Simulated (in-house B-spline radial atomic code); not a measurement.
**N: numerical settings, good and bad**

Aim: try N with numerical settings changed, some of them on purpose beyond sense, against a run with standard settings.

Program: in-house B-spline radial atomic code version 1. Level of theory: scalar-relativistic (spin-free one-electron X2C) r2SCAN, spin-polarised, spherical fractional occupations, Fermi nucleus, basis-set limit. These are calculated values, not measurements, unless marked.

**1. The system**

```
element       : nitrogen (Z = 7)
charge        : 0
electrons     : 7
configuration : [He] 2s2 2p3
Hamiltonian   : scalar-relativistic (X2C)
nucleus       : Fermi, rms radius 2.558 fm
```

The outer shells:

[He] 2s2 2p3
```
[He] core
2s [↑↓]
2p [↑ ][↑ ][↑ ]
```

Where spins are not typed, each open shell is filled with up spins first.

A run counts as converged when the orbital gradient is under the tolerance times 10 hartree (or under the basis's noise floor) and the energy moved by less than 1e-8 hartree times the root of its size. Energy differences under 2e-07 hartree are noise.

The run's settings:

```ini
Z = 7
electrons = 7.0
configuration = [He] 2s2 2p3
hamiltonian = x2c
method = r2scan
spin_polarised = True
nucleus = fermi
rms_radius = 2.5582
mass_number = 14
atomic_mass = 14.00307400425
speed_of_light = 137.035999084
knot_spacing = 0.22
spline_order = 8
gauss_points = 12
box_radius = 50
max_iterations = 70
damping = 0.5
damped_steps = 3
diis_vectors = 10
tolerance = 1e-08
start = Thomas-Fermi
```

The reference is known from an earlier run: -54.613800 hartree in all. Up to eight levels, counted from the top:

```tsv
orbital	occupation	energy (eV)	<r> (bohr)
1s up	1	-388.80	0.2298
1s down	1	-386.87	0.2284
2s up	1	-21.378	1.298
2s down	1	-15.217	1.382
2p up	3	-8.890	1.414
```

**2. Cap on iterations 2; damping (share of the old matrix) 0.2; number of damped steps 8; convergence tolerance 1e-10**

The run's settings:

```ini
Z = 7
electrons = 7.0
configuration = [He] 2s2 2p3
hamiltonian = x2c
method = r2scan
spin_polarised = True
nucleus = fermi
rms_radius = 2.5582
mass_number = 14
atomic_mass = 14.00307400425
speed_of_light = 137.035999084
knot_spacing = 0.22
spline_order = 8
gauss_points = 12
box_radius = 50
max_iterations = 2
damping = 0.2
damped_steps = 8
diis_vectors = 10
tolerance = 1e-10
start = Thomas-Fermi
```

Command:

```console
python run_scf.py task.json out
```

One command runs all members of the session, one after another, from task.json.

**3. Knot spacing (logarithmic) 0.4; cap on iterations 50; damping (share of the old matrix) 0.8**

The run's settings:

```ini
Z = 7
electrons = 7.0
configuration = [He] 2s2 2p3
hamiltonian = x2c
method = r2scan
spin_polarised = True
nucleus = fermi
rms_radius = 2.5582
mass_number = 14
atomic_mass = 14.00307400425
speed_of_light = 137.035999084
knot_spacing = 0.4
spline_order = 8
gauss_points = 12
box_radius = 50
max_iterations = 50
damping = 0.8
damped_steps = 3
diis_vectors = 10
tolerance = 1e-08
start = Thomas-Fermi
```

**4. Spline order 5; cap on iterations 60; number of DIIS vectors 20; convergence tolerance 1e-13**

The run's settings:

```ini
Z = 7
electrons = 7.0
configuration = [He] 2s2 2p3
hamiltonian = x2c
method = r2scan
spin_polarised = True
nucleus = fermi
rms_radius = 2.5582
mass_number = 14
atomic_mass = 14.00307400425
speed_of_light = 137.035999084
knot_spacing = 0.22
spline_order = 5
gauss_points = 12
box_radius = 50
max_iterations = 60
damping = 0.5
damped_steps = 3
diis_vectors = 20
tolerance = 1e-13
start = Thomas-Fermi
```

**5. Configuration [He] 2s2 2p3 4s2 4p6**

The run's settings:

```ini
Z = 7
electrons = 15.0
configuration = [He] 2s2 2p3 4s2 4p6
hamiltonian = x2c
method = r2scan
spin_polarised = True
nucleus = fermi
rms_radius = 2.5582
mass_number = 14
atomic_mass = 14.00307400425
speed_of_light = 137.035999084
knot_spacing = 0.22
spline_order = 8
gauss_points = 12
box_radius = 50
max_iterations = 100
damping = 0.5
damped_steps = 3
diis_vectors = 10
tolerance = 1e-08
start = Thomas-Fermi
```

**6. Configuration [He] 2s2 2p7**

Changes to the settings of step 5:

```diff
@@ -1,4 +1,4 @@
 Z = 7
-electrons = 15.0
-configuration = [He] 2s2 2p3 4s2 4p6
+electrons = 11.0
+configuration = [He] 2s2 2p7
 hamiltonian = x2c
```

Before running: Which of these runs converge to the reference energy, which miss it and by about how much, and which fail?

As calculated:

| run | outcome | iterations | energy less the reference (hartree) |
| --- | --- | --- | --- |
| reference | converged | 9 | 0 |
| cap on iterations 2; damping (share of the old matrix) 0.2; number of damped steps 8; convergence tolerance 1e-10 | not converged | 2 | - |
| knot spacing (logarithmic) 0.4; cap on iterations 50; damping (share of the old matrix) 0.8 | converged | 9 | +9.44e-05 |
| spline order 5; cap on iterations 60; number of DIIS vectors 20; convergence tolerance 1e-13 | converged | 9 | -1.14e-06 |
| Configuration [He] 2s2 2p3 4s2 4p6 | converged | 19 | other system or model |
| Configuration [He] 2s2 2p7 | refused | - | - |

**Reading.** Of 5 changed inputs, 1 gave the reference energy within 1e-05 hartree, 1 converged to another value, 1 changed the system or the model, 1 did not converge and 1 met a refusal. The worst converged miss is +9.44e-05 hartree (knot spacing (logarithmic) 0.4; cap on iterations 50; damping (share of the old matrix) 0.8): that the iterations converge says nothing of the basis, the quadrature or the box.
